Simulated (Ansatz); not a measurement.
**Molecular dynamics of InP**

The input (input.yaml):

```yaml
accuracy: low
crystal:
  lattice:
    - [8.315576, 0.0, 0.0]
    - [4.157788, 7.2015, 0.0]
    - [0.0, 0.0, 18.638344]
  atoms:
    - { symbol: In, position: [0.0, 0.0, 0.0536528] }
    - { symbol: P, position: [0.16666667, 0.16666667, 0.0991883] }
    - { symbol: In, position: [0.0, 0.5, 0.0536528] }
    - { symbol: P, position: [0.16666666, 0.66666667, 0.0991883] }
    - { symbol: In, position: [0.5, 0.0, 0.0536528] }
    - { symbol: P, position: [0.66666666, 0.16666667, 0.0991883] }
    - { symbol: In, position: [0.5, 0.5, 0.0536528] }
    - { symbol: P, position: [0.66666666, 0.66666667, 0.0991883] }
    - { symbol: In, position: [0.66666666, 0.66666667, 0.24172244] }
    - { symbol: P, position: [0.83333333, 0.83333334, 0.28410248] }
    - { symbol: In, position: [0.66666666, 0.16666667, 0.24172244] }
    - { symbol: P, position: [0.83333333, 0.33333333, 0.28410248] }
    - { symbol: In, position: [0.16666666, 0.66666667, 0.24172244] }
    - { symbol: P, position: [0.33333333, 0.83333334, 0.28410248] }
    - { symbol: In, position: [0.16666667, 0.16666667, 0.24172244] }
    - { symbol: P, position: [0.33333333, 0.33333333, 0.28410248] }
    - { symbol: In, position: [0.33333333, 0.33333333, 0.42670021] }
    - { symbol: P, position: [0.5, 0.5, 0.4715555] }
    - { symbol: In, position: [0.33333333, 0.83333334, 0.42670021] }
    - { symbol: P, position: [0.49999999, 1.0, 0.4715555] }
    - { symbol: In, position: [0.83333333, 0.33333333, 0.42670021] }
    - { symbol: P, position: [0.0, 0.5, 0.4715555] }
    - { symbol: In, position: [0.83333333, 0.83333334, 0.42670021] }
    - { symbol: P, position: [0.0, 1.0, 0.4715555] }
basis:
  ecutwfc: 420.0
kpoints:
  mp_grid: { grid: [2, 2, 1] }
hamiltonian:
  xc: pbe
  dispersion: d3bj
  pseudopotentials: { kind: paw, azcp: { folder: soft_1 } }
scf:
  occupations: { method: fermi_dirac, width: 0.15 }
  lower_state_search: "off"
md:
  timestep: 3.0
  n_steps: 190
  ensemble: nvt_langevin
  temperature: 700.0
  initial_velocities: maxwell_boltzmann
  seed: 653379
  friction: 0.02
  constraints: [{ sites: [0, 1, 2, 3, 4, 5, 6, 7] }]
```

Command:

```bash
$ ansatz run input.yaml --threads 4 --pin off --max-ram 10240MiB --backend cpu --events-out ev --progress --plain --runs-dir out
```

It starts from a relaxed structure.

Output, in part (step lines):

```
md step     0: t =     0.00 fs  T =   700.0 K  F+E_penalty+E_count = -76246.76269637 eV  E_kin = 1.447712 eV  (14 SCF iters)
md step     1: t =     3.00 fs  T =   726.2 K  F+E_penalty+E_count = -76246.74430120 eV  E_kin = 1.501810 eV  (8 SCF iters)
md step     2: t =     6.00 fs  T =   706.7 K  F+E_penalty+E_count = -76246.69330592 eV  E_kin = 1.461626 eV  (8 SCF iters)
md step     3: t =     9.00 fs  T =   639.5 K  F+E_penalty+E_count = -76246.62004683 eV  E_kin = 1.322568 eV  (8 SCF iters)
md step     4: t =    12.00 fs  T =   638.6 K  F+E_penalty+E_count = -76246.52984464 eV  E_kin = 1.320740 eV  (8 SCF iters)
md step     5: t =    15.00 fs  T =   631.0 K  F+E_penalty+E_count = -76246.42601652 eV  E_kin = 1.304948 eV  (7 SCF iters)
md step     6: t =    18.00 fs  T =   611.1 K  F+E_penalty+E_count = -76246.32184982 eV  E_kin = 1.263860 eV  (7 SCF iters)
md step     7: t =    21.00 fs  T =   549.6 K  F+E_penalty+E_count = -76246.22319422 eV  E_kin = 1.136572 eV  (7 SCF iters)
[... lines left out ...]
md step   190: t =   570.00 fs  T =   617.4 K  F+E_penalty+E_count = -76245.04269960 eV  E_kin = 1.276832 eV  (9 SCF iters)
```

The steps, from the saved trajectory:

```tsv
time (fs)	T (K)	potential energy less start (eV)
0	700	0.000
18	611	0.441
36	443	0.658
54	453	0.657
72	450	0.774
90	533	0.940
108	361	1.014
126	605	0.898
144	501	1.188
162	448	1.193
180	596	1.015
198	645	1.159
216	463	1.437
234	833	1.071
252	739	1.281
270	662	1.362
288	537	1.615
306	545	1.513
324	684	1.380
342	603	1.686
360	597	1.425
378	675	1.530
396	559	1.742
414	896	1.488
432	795	1.535
450	761	1.482
468	719	1.720
486	577	1.991
504	805	2.202
522	920	2.135
540	974	1.776
558	741	1.885
```

The run went to its last step. A run of 0.57 ps of so small a system gives no equilibrium averages. Limits of this set-up: coarse k mesh, thin slab, slab without dipole correction, a typed lattice constant that wasn't relaxed here, low accuracy level.

Mean squared displacements from the first frame to the last: In 0.10 Å², P 0.19 Å².

Last frame:

```xyz
24
Lattice="8.3156 0.0000 0.0000 4.1578 7.2015 0.0000 0.0000 0.0000 18.6383" Properties=species:S:1:pos:R:3
In 0.000 0.000 1.000
P 2.079 1.200 1.849
In 2.079 3.601 1.000
P 4.158 4.801 1.849
In 4.158 0.000 1.000
P 6.237 1.200 1.849
In 6.237 3.601 1.000
P 8.316 4.801 1.849
In 7.901 4.961 4.480
P 10.175 5.753 5.080
In 6.100 1.110 4.441
P 7.965 2.491 5.159
In 4.030 4.572 4.714
P 5.839 6.383 5.357
In 1.938 1.382 4.452
P 3.963 2.264 5.512
In 4.340 2.344 8.354
P 6.423 3.396 9.152
In 6.723 5.604 7.920
P 8.179 7.036 9.208
In 8.191 2.135 7.701
P 1.936 3.485 8.197
In 10.073 5.996 7.938
P 4.395 6.940 7.989
```

Time of the run: 25 min on 4 threads of Arm Neoverse V2, with other jobs on the host, peak memory 3.1 GiB.
